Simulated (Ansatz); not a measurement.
**C2H3BFN: a ladder of functionals and wavefunction methods**

One table from this session's results is given with a row withheld; the runs are named, their logs left out.

Method: functionals in def2-TZVPP, the program's frozen cores in correlated methods; program: Ansatz 0.2.0, Gaussian basis.

Levels to be run: LDA (SPW92), PBE-D4, revPBE-D4, BLYP-D4, r2SCAN-D4, B97M-V, PBE0-D4, B3LYP-D4, r2SCANh-D4, r2SCAN0-D4, HSE06-D4, BHLYP-D4, CAM-B3LYP-D4, LC-ωPBE, ωB97X-V, ωB97M-V, B2PLYP, PBE-QIDH; CCSD(T)/def2-SVP; CCSD(T)/def2-TZVPP; MP2/def2-QZVPP; extrapolation to the limit; RPA on PBE.

## The geometry

The geometry comes from an earlier relaxation with PBE0-D4 in a triple-zeta def2 set; it is a stationary point, not always the lowest conformer.

8 atoms, charge 0, spin multiplicity 1.

Atoms are counted from 1 here; the program's logs count them from 0.

Bond lengths: F1–B2 1.309 Å, B2–C3 1.592 Å, B2–N5 1.472 Å, C3–C4 1.514 Å, C3–H6 1.092 Å, C3–H7 1.092 Å, C4–N5 1.291 Å, C4–H8 1.095 Å. Angles: F1–B2–C3 136.0°, F1–B2–N5 129.3°, C3–B2–N5 94.4°, B2–C3–C4 74.0°, B2–C3–H6 118.0°, B2–C3–H7 120.6°, C4–C3–H6 113.9°, C4–C3–H7 116.9°, H6–C3–H7 109.5°, C3–C4–N5 106.3°, C3–C4–H8 129.1°, N5–C4–H8 124.5°, B2–N5–C4 84.9°.

The first run:

File in.yaml:

```yaml
crystal:
  periodic: [false, false, false]
  atoms:
    - {symbol: F, position_ang: [-1.468136, 1.708294, -0.632520]}
    - {symbol: B, position_ang: [-0.697584, 0.664284, -0.456280]}
    - {symbol: C, position_ang: [0.528228, 0.292128, 0.488459]}
    - {symbol: C, position_ang: [0.112896, -0.999113, -0.184974]}
    - {symbol: N, position_ang: [-0.808126, -0.685223, -1.034104]}
    - {symbol: H, position_ang: [1.521140, 0.642211, 0.200180]}
    - {symbol: H, position_ang: [0.427558, 0.337864, 1.574449]}
    - {symbol: H, position_ang: [0.476123, -2.017545, -0.011012]}
basis:
  gaussian: {orbitals: def2-TZVPP}
hamiltonian: {xc: lda}
output: {orbitals: {seedname: orbitals}}
```

On the command line:

```
ansatz run in.yaml --threads 2 --pin off --events-out ev --progress --plain --max-ram 4352MiB
```

Steps of the session up to this table: LDA; PBE-D4 (GGA); revPBE-D4 (GGA); BLYP-D4 (GGA); r2SCAN-D4 (meta-GGA); B97M-V (meta-GGA); PBE0-D4 (hybrid); B3LYP-D4 (hybrid); r2SCANh-D4 (hybrid); r2SCAN0-D4 (hybrid); HSE06-D4 (hybrid); BHLYP-D4 (hybrid); CAM-B3LYP-D4 (range-separated); LC-ωPBE (range-separated); ωB97X-V (range-separated); ωB97M-V (range-separated); B2PLYP (double hybrid); PBE-QIDH (double hybrid).

One of the session's tables, all rows but one given; the rest of the session is left out.

```
  functional  HOMO (eV)  gap (eV)
 LDA (SPW92)      -6.42      3.53
      PBE-D4          ?         ?
   revPBE-D4      -6.23      3.76
     BLYP-D4      -6.21      3.76
   r2SCAN-D4      -6.58      4.27
      B97M-V      -6.73      4.54
     PBE0-D4      -7.85      6.38
    B3LYP-D4      -7.62      5.89
  r2SCANh-D4      -7.17      5.26
  r2SCAN0-D4      -8.04      6.74
    HSE06-D4      -7.44      5.58
    BHLYP-D4      -9.35      9.09
CAM-B3LYP-D4      -9.33      9.05
     LC-ωPBE     -10.67     11.65
     ωB97X-V     -10.32     11.23
     ωB97M-V     -10.24     11.01
```

Estimate the missing values for PBE-D4.

The run gave: HOMO (eV): -6.29; gap (eV): 3.70. In the column «HOMO (eV)» it lies between LDA (SPW92) (-6.42) and revPBE-D4 (-6.23).
